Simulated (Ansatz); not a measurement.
# H7N2OSiY: the cost of one run

Computed with Ansatz 0.2.0, Gaussian basis. Level: the settings change from run to run.

### Step 1. The molecule

The geometry comes from an earlier relaxation with PBE0-D4 in a triple-zeta def2 set; it is a stationary point, not always the lowest conformer. Y takes a core potential in def2 sets; no spin-orbit term is included.

SMILES `[NH2][Y]([NH2])[O][SiH3]`, 12 atoms, charge 0, spin multiplicity 1.

Atoms are counted from 1 here; the program's logs count them from 0.

Bond lengths: N1–Y2 2.146 Å, N1–H6 1.013 Å, N1–H7 1.014 Å, Y2–N3 2.145 Å, Y2–O4 2.068 Å, N3–H8 1.014 Å, N3–H9 1.013 Å, O4–Si5 1.620 Å, Si5–H10 1.492 Å, Si5–H11 1.492 Å, Si5–H12 1.492 Å. Angles: Y2–N1–H6 127.5°, Y2–N1–H7 126.6°, H6–N1–H7 106.0°, N1–Y2–N3 118.2°, N1–Y2–O4 120.9°, N3–Y2–O4 120.9°, Y2–N3–H8 126.7°, Y2–N3–H9 127.4°, H8–N3–H9 106.0°, Y2–O4–Si5 179.6°, O4–Si5–H10 111.4°, O4–Si5–H11 111.3°, O4–Si5–H12 111.1°, H10–Si5–H11 107.6°, H10–Si5–H12 107.6°, H11–Si5–H12 107.7°.

### Step 2. PBE-QIDH/def2-TZVPP

Options: relativity set to scalar, high accuracy.

in.yaml reads:

```yaml
crystal:
  periodic: [false, false, false]
  atoms:
    - {symbol: N, position_ang: [0.519772, 1.978593, 1.774957]}
    - {symbol: Y, position_ang: [-0.460635, 0.560439, 0.497885]}
    - {symbol: N, position_ang: [-2.605620, 0.550198, 0.454782]}
    - {symbol: O, position_ang: [0.630664, -0.757717, -0.662580]}
    - {symbol: Si, position_ang: [1.477309, -1.791454, -1.578733]}
    - {symbol: H, position_ang: [1.516630, 2.106462, 1.903187]}
    - {symbol: H, position_ang: [0.071477, 2.661155, 2.375607]}
    - {symbol: H, position_ang: [-3.224407, 1.155055, 0.982833]}
    - {symbol: H, position_ang: [-3.206831, -0.054042, -0.092963]}
    - {symbol: H, position_ang: [0.606045, -2.871488, -2.127781]}
    - {symbol: H, position_ang: [2.564293, -2.445546, -0.793006]}
    - {symbol: H, position_ang: [2.111293, -1.091655, -2.734188]}
basis:
  gaussian: {orbitals: def2-TZVPP}
hamiltonian: {xc: {name: PBE-QIDH}, pseudopotentials: {relativity: scalar}}
accuracy: high
output: {forces: true}
```

Run with:

```console
ansatz run in.yaml --threads 4 --pin off --events-out ev --progress --plain --max-ram 11315MiB
```

Q: Estimate wall time and peak memory on 4 threads of AMD EPYC 9R45, shared host.

About 27 s, with a peak of 2.5 GiB.
